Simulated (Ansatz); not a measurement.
**wB97X/def2-SVP (core potential) run of InPH6 (SMILES [PH3+][InH3-])**

What is the energy change on altering one bond length of InPH6 at wB97X/def2-SVP (core potential)? 

The calculation is run with Ansatz 0.2.0.

50 further runs of the same task are left out: 3 that didn't finish, 47 set aside as unsound or not needed.

### 1 The molecule

The species is InPH6 (8 atoms), meant as a singlet with charge 0. SMILES: `[PH3+][InH3-]`. The shape is that of a PBE0-D4/def2-TZVP optimisation.

Bond lengths: P1–In2 2.782 Å, P1–H3 1.411 Å, P1–H4 1.411 Å, P1–H5 1.411 Å, In2–H6 1.731 Å, In2–H7 1.731 Å, In2–H8 1.731 Å. Some angles: P1–In2–H6 95.3°, P1–In2–H7 95.1°, P1–In2–H8 95.2°, In2–P1–H3 119.8°, In2–P1–H4 119.6°, In2–P1–H5 119.7°, H6–In2–H7 119.2°, H6–In2–H8 119.2°, H7–In2–H8 119.2°, H3–P1–H4 97.6°.

### 2 A single-point energy at wB97X/def2-SVP (core potential)

Contents of run.yaml:

```yaml
crystal:
  periodic: [false, false, false]
  atoms:
    - {symbol: P, position_ang: [-0.593300, 0.062600, -1.026600]}
    - {symbol: In, position_ang: [0.822000, -0.099900, 1.362800]}
    - {symbol: H, position_ang: [-1.997500, -0.077200, -1.021800]}
    - {symbol: H, position_ang: [-0.318900, -0.855700, -2.062100]}
    - {symbol: H, position_ang: [-0.526800, 1.240500, -1.800800]}
    - {symbol: H, position_ang: [0.023300, 1.240800, 2.111900]}
    - {symbol: H, position_ang: [2.376100, 0.140700, 0.638900]}
    - {symbol: H, position_ang: [0.307400, -1.708800, 1.741800]}
basis:
  gaussian:
    orbitals: def2-SVP
hamiltonian:
  xc: {name: wB97X}
accuracy: high
output: {orbitals: {seedname: orbitals}}
```

Command:

```
ansatz run run.yaml --threads 1 --pin off --max-ram 3480MiB --events-out events.jsonl --progress --plain --runs-dir runs
```

Log:

```text
Warning: RAYON_NUM_THREADS=1 ignored (pool sized by the plan → 1); use --threads N
Functional definition: wB97X
  name "wB97X"
  parameter omega = 0.3/bohr
  parameter cx = 0.157706
  parameter cx1 = 0.726479
  parameter cx2 = 1.04760
  parameter cx3 = -5.70635
  parameter cx4 = 13.2794
  parameter css1 = -4.33879
  parameter css2 = 18.2308
  parameter css3 = -31.7430
  parameter css4 = 17.2901
  parameter cos1 = 2.37031
  parameter cos2 = -11.3995
  parameter cos3 = 6.58405
  parameter cos4 = -3.78132
  exchange = spin_sum(e_x_unif_sr(omega)*poly(b97_u_x, 1 - cx, cx1, cx2, cx3, cx4)) + cx*exact_x_sr(omega)
      + exact_x_lr(omega)
  correlation = spin_sum(e_c_pw_same_spin*poly(b97_u_same, 1, css1, css2, css3, css4))
      + integral(e_c_pw_opposite_spin*poly(b97_u_opposite, 1, cos1, cos2, cos3, cos4))
1767 factors; integrals over basis functions are off by at most 4.0e-9 eV
389 factors; integrals over basis functions are off by at most 2.5e-9 eV
mean field evaluation 1: about -14556.5475 eV, gradient 1.1e1 eV
mean field evaluation 2: about -14557.0424 eV, gradient 2.8e0 eV
mean field evaluation 4: about -14557.0719 eV, gradient 1.6e-1 eV
mean field evaluation 8: about -14557.1189 eV, gradient 3.7e-3 eV
mean field evaluation 16: about -14557.1189 eV, gradient 8.1e-7 eV
mean field -14557.11887799 eV, -534.9642515966 hartree, gradient 6.7e-8 eV, S^2 0.000000; 0 other end points of the search recorded, 0 dependent functions left out
reference -14557.11887408 eV, -534.9642514528 hartree; 21, 21 occupied and 53, 53 virtual orbitals, 1767 factors
Total energy: -14557.11887408 eV, -534.9642514528 hartree
```

Run time: 19 s. Hardware: 1 thread of Intel Xeon Platinum 8488C (Sapphire Rapids), shared host; peak memory 0.47 GiB.

### 3 The distorted shape

Contents of run.yaml:

```yaml
crystal:
  periodic: [false, false, false]
  atoms:
    - {symbol: P, position_ang: [-0.335995, 0.867066, -1.216104]}
    - {symbol: In, position_ang: [1.079305, 0.704566, 1.173296]}
    - {symbol: H, position_ang: [-1.740195, 0.727266, -1.211304]}
    - {symbol: H, position_ang: [-0.061595, -0.051234, -2.251604]}
    - {symbol: H, position_ang: [-0.269495, 2.044966, -1.990304]}
    - {symbol: H, position_ang: [0.280605, 2.045266, 1.922396]}
    - {symbol: H, position_ang: [2.633405, 0.945166, 0.449396]}
    - {symbol: H, position_ang: [0.307400, -1.708800, 1.741800]}
basis:
  gaussian:
    orbitals: def2-SVP
output: {orbitals: {seedname: orbitals}}
accuracy: high
hamiltonian:
  xc: {name: wB97X}
```

Command:

```
ansatz run run.yaml --threads 1 --pin off --max-ram 3480MiB --events-out events.jsonl --progress --plain --runs-dir runs
```

Log (excerpt; [...] marks lines left out):

```text
Warning: RAYON_NUM_THREADS=1 ignored (pool sized by the plan → 1); use --threads N
[... 2 set-up lines as earlier in the session ...]
[...]
      + exact_x_lr(omega)
[...]
      + integral(e_c_pw_opposite_spin*poly(b97_u_opposite, 1, cos1, cos2, cos3, cos4))
1754 factors; integrals over basis functions are off by at most 3.6e-9 eV
396 factors; integrals over basis functions are off by at most 2.4e-9 eV
[...]
mean field -14555.37068214 eV, -534.9000065841 hartree, gradient 3.6e-8 eV, S^2 0.000000; 0 other end points of the search recorded, 0 dependent functions left out
reference -14555.37067817 eV, -534.9000064381 hartree; 21, 21 occupied and 53, 53 virtual orbitals, 1754 factors
Total energy: -14555.37067817 eV, -534.9000064381 hartree
```

Wall time 21 s (1 thread of Intel Xeon Platinum 8488C (Sapphire Rapids), shared host); peak memory 0.47 GiB.

### 4 What came out

Level: wB97X/def2-SVP (core potential).

```
                                                          quantity          value
                                         first shape: total energy  -534.96425 Eh
                                          first shape: HOMO energy       -9.85 eV
                                          first shape: LUMO energy        1.59 eV
                                        first shape: HOMO–LUMO gap       11.43 eV
                                     distorted shape: total energy  -534.90001 Eh
                                      distorted shape: HOMO energy       -8.38 eV
                                      distorted shape: LUMO energy        0.78 eV
                                    distorted shape: HOMO–LUMO gap        9.16 eV
energy change with the In2–H8 bond stretched from 1.731 to 2.597 Å       1.748 eV
```

In words: With the In2–H8 bond stretched from 1.731 to 2.597 Å the energy rises by 1.75 eV (169 kJ/mol). The first shape isn't relaxed at this level, so the change isn't measured from a minimum.
